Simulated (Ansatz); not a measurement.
Task: a formation energy from the elements of TiOs and its elements, with Ansatz 0.2.0 through its Python package. Give the script and its output. Level of theory (first run): LDA, PAW, cutoff 327 eV, Gaussian smearing of 0.05 eV.

Contents of `tios_tios.cif`:
```cif
data_TiOs
_cell_length_a 3.080000
_cell_length_b 3.080000
_cell_length_c 3.080000
_cell_angle_alpha 90.00000
_cell_angle_beta 90.00000
_cell_angle_gamma 90.00000
_symmetry_space_group_name_H-M 'P 1'
_symmetry_Int_Tables_number 1
loop_
_symmetry_equiv_pos_as_xyz
'x, y, z'
loop_
_atom_site_label
_atom_site_type_symbol
_atom_site_fract_x
_atom_site_fract_y
_atom_site_fract_z
Ti1 Ti    0.500000    0.500000    0.500000
Os2 Os    0.000000    0.000000    0.000000
```

`tios_ti.cif`
```cif
data_Ti
_cell_length_a 2.950000
_cell_length_b 2.950000
_cell_length_c 4.680000
_cell_angle_alpha 90.00000
_cell_angle_beta 90.00000
_cell_angle_gamma 120.00000
_symmetry_space_group_name_H-M 'P 1'
_symmetry_Int_Tables_number 1
loop_
_symmetry_equiv_pos_as_xyz
'x, y, z'
loop_
_atom_site_label
_atom_site_type_symbol
_atom_site_fract_x
_atom_site_fract_y
_atom_site_fract_z
Ti1 Ti    0.333333    0.666667    0.250000
Ti2 Ti    0.666667    0.333333    0.750000
```

Contents of `tios_os_cell.vasp`:
```text
Os
1.0
   2.73410000    0.00000000    0.00000000
  -1.36705000    2.36780006    0.00000000
   0.00000000    0.00000000    4.31970000
Os
2
Direct
   0.33333333    0.66666667    0.25000000
   0.66666667    0.33333333    0.75000000
```

Script `formation_tios.py`:
```python
# -*- coding: utf-8 -*-
"""Is TiOs bound against its elements, after relaxing atoms and volume at fixed cell shape."""

from collections import Counter

import ansatz as az
from ase.io import read
import numpy as np


def ground_state(name, crystal):
    calc = (
        crystal.calculation()
        .accuracy("medium")
        .functional("lda")
        .basis(12 * az.Ha)
        .scf(tolerance=1e-06)
        .kpoints(spacing=0.26)  # the mesh must be finer for metals
        .occupations("gaussian", width=0.05)
        .stress()
    )
    calc = calc.relax(force_tolerance=0.02, max_steps=60, fix_cell=["shape"])
    return calc.run(threads=1, pin="off")


def counts(outcome):
    return Counter(site.symbol for site in outcome.lattice.sites)

def formation_energy(outcome, mu):
    n = counts(outcome)
    return (outcome.report["energy_sigma0_ev"] - sum(k * mu[element] for element, k in n.items())) / sum(n.values())


def volume_per_atom(outcome):
    return abs(np.linalg.det(outcome.lattice.cell_ang)) / len(outcome.lattice.sites)

phases = {}
atoms = read("tios_tios.cif")
tios = az.Crystal.from_ase(atoms)
phases["TiOs"] = tios
atoms = read("tios_ti.cif")
ti = az.Crystal.from_ase(atoms)
phases["Ti"] = ti
atoms = read("tios_os_cell.vasp", format="vasp")
os_cell = az.Crystal.from_ase(atoms)
phases["Os"] = os_cell

done = {}
for name, crystal in phases.items():
    done[name] = ground_state(name, crystal)
    print(f"{name}: {done[name].report['energy_sigma0_ev']:.4f} eV, {len(done[name].lattice.sites)} atoms")

# energy of one atom in its reference phase
references = {"Ti": "Ti", "Os": "Os"}
mu = {element: done[name].report["energy_sigma0_ev"] / len(done[name].lattice.sites) for element, name in references.items()}

target = done["TiOs"]
heat = formation_energy(target, mu)
n = counts(target)
print("cell content:", dict(n), " volume", round(volume_per_atom(target), 3), "A^3/atom")
print("formation energy", round(heat, 4), "eV/atom,", round(heat * sum(n.values()), 4), "eV per cell")
print("bound against the elements" if heat < 0 else "unbound against the elements")
```

Running `python formation_tios.py` prints:
```text
DeckWarning: basis.ecutwfc = 326.536634951856 eV is below the records' recommended 420 eV, and the density's cutoff is lower with it unless basis.ecutrho_ratio is high enough to keep the records' density cutoff: compare with a run at a higher cutoff
DeckWarning: scf.convergence.dr2_threshold = 1e-6 eV is looser than this run's default, which is 1e-7 eV or tighter. The error in the forces grows as the threshold's square root, so leave the key out unless less accurate forces are enough
DeckWarning: relax.cell: scf.convergence.dr2_threshold = 1e-6 eV is looser than the 2e-10 eV advised for a relaxation that steers and ends on the stress (1e-10 eV for each atom of the cell: 2). What an SCF threshold leaves in a stress goes as its square root, and in the free energy as the threshold itself, and one [...]
TiOs: -13570.1551 eV, 2 atoms
DeckWarning: the atoms were moved onto the symmetric positions of the space group found under crystal.symmetry.tolerance 1.0e-5 (fractional; no operation is sought that the atoms, as they stand in a round, miss by more than twice it, and no atom is moved by as much as it), and the run uses the moved positions. Before [...]
Ti: -4900.4987 eV, 2 atoms
Os: -22236.8969 eV, 2 atoms
cell content: {<Element.TI: 'Ti'>: 1, <Element.OS: 'Os'>: 1}  volume 14.02 A^3/atom
formation energy -0.7286 eV/atom, -1.4572 eV per cell
bound against the elements
```
(Warnings from the package without file and line, shortened.)

Notes:
- These settings explore the input space; cutoff and mesh may be short of convergence.
- The cutoff lies under the one recommended for these potentials.
- The run is spin-unpolarised.
- Atoms and volume are relaxed with the cell's shape held, which in cells of lower than cubic symmetry can hide stresses and shift volumes.
- Spin-orbit coupling, which matters for elements this heavy, is left out.
- The cells come from databases of deposited and of computed structures, and not all need be stable phases.
- The compound is the structure given, not necessarily its lowest; energies are at zero temperature, with no correction for gases. A semilocal functional's error on such energies is often 0.05 to 0.1 eV an atom, and 0.1 to 0.3 eV against gases such as O2 or F2.
- Hardware and time: 29 s on 1 thread of Arm Neoverse V1, on a shared host, peak memory 0.42 GiB.
